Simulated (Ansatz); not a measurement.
# C2H6AlFSi: the cost of one run

Method: UKS r2SCANh/STO-3G, in Ansatz 0.2.0.

## (1) The starting structure

Bond lengths: F1–C2 1.376 Å, C2–Al3 1.988 Å, C2–C4 1.375 Å, C4–Si5 1.846 Å, Al3–H6 1.601 Å, Al3–H7 1.579 Å, C4–H8 1.082 Å, Si5–H9 1.464 Å, Si5–H10 1.504 Å, Si5–H11 1.431 Å. Angles (14 of 15 angles, heavy atoms first): F1–C2–Al3 120.4°, F1–C2–C4 119.2°, Al3–C2–C4 120.3°, C2–C4–Si5 120.5°, C2–Al3–H6 119.9°, C2–Al3–H7 119.6°, C2–C4–H8 119.7°, Si5–C4–H8 119.4°, C4–Si5–H9 111.2°, C4–Si5–H10 107.3°, C4–Si5–H11 109.2°, H6–Al3–H7 120.4°, H9–Si5–H10 107.1°, H9–Si5–H11 112.0°.

Structure file:

```xyz
11

F    -0.7440   -0.1243    1.6525
C    -0.4236    0.4912    0.4641
Al   -0.9709    2.3722    0.1244
C     0.3524   -0.1807   -0.4507
Si    0.7809   -1.9572   -0.1887
H    -0.5227    3.1007   -1.2295
H    -1.7450    3.1735    1.2440
H     0.6085    0.2944   -1.3886
H    -0.4186   -2.7596    0.0592
H     1.6282   -2.0336    1.0514
H     1.5202   -2.4336   -1.3175
```

## (2) Relaxing the start

File input.yaml:

```yaml
crystal:
  periodic: [false, false, false]
  atoms:
    - { symbol: F, position_ang: [-0.744, -0.1243, 1.6525] }
    - { symbol: C, position_ang: [-0.4236, 0.4912, 0.4641] }
    - { symbol: Al, position_ang: [-0.9709, 2.3722, 0.1244] }
    - { symbol: C, position_ang: [0.3524, -0.1807, -0.4507] }
    - { symbol: Si, position_ang: [0.7809, -1.9572, -0.1887] }
    - { symbol: H, position_ang: [-0.5227, 3.1007, -1.2295] }
    - { symbol: H, position_ang: [-1.745, 3.1735, 1.244] }
    - { symbol: H, position_ang: [0.6085, 0.2944, -1.3886] }
    - { symbol: H, position_ang: [-0.4186, -2.7596, 0.0592] }
    - { symbol: H, position_ang: [1.6282, -2.0336, 1.0514] }
    - { symbol: H, position_ang: [1.5202, -2.4336, -1.3175] }
magnetization:
  spin_polarized: true
basis:
  gaussian: { orbitals: STO-3G }
hamiltonian:
  xc: r2scanh
relax:
  f_tol: 0.02
  max_steps: 40
```

The run is started by

```bash
$ ansatz run input.yaml --threads 1 --pin off --max-ram 2048MiB --backend cpu --events-out ev --progress --plain --runs-dir out
```

Q: Estimate wall time and peak memory on 1 thread of Intel Xeon Platinum 8259CL at 2.50GHz (Skylake/Cascade Lake), shared host.

About 46 s, with a peak of 0.24 GiB.
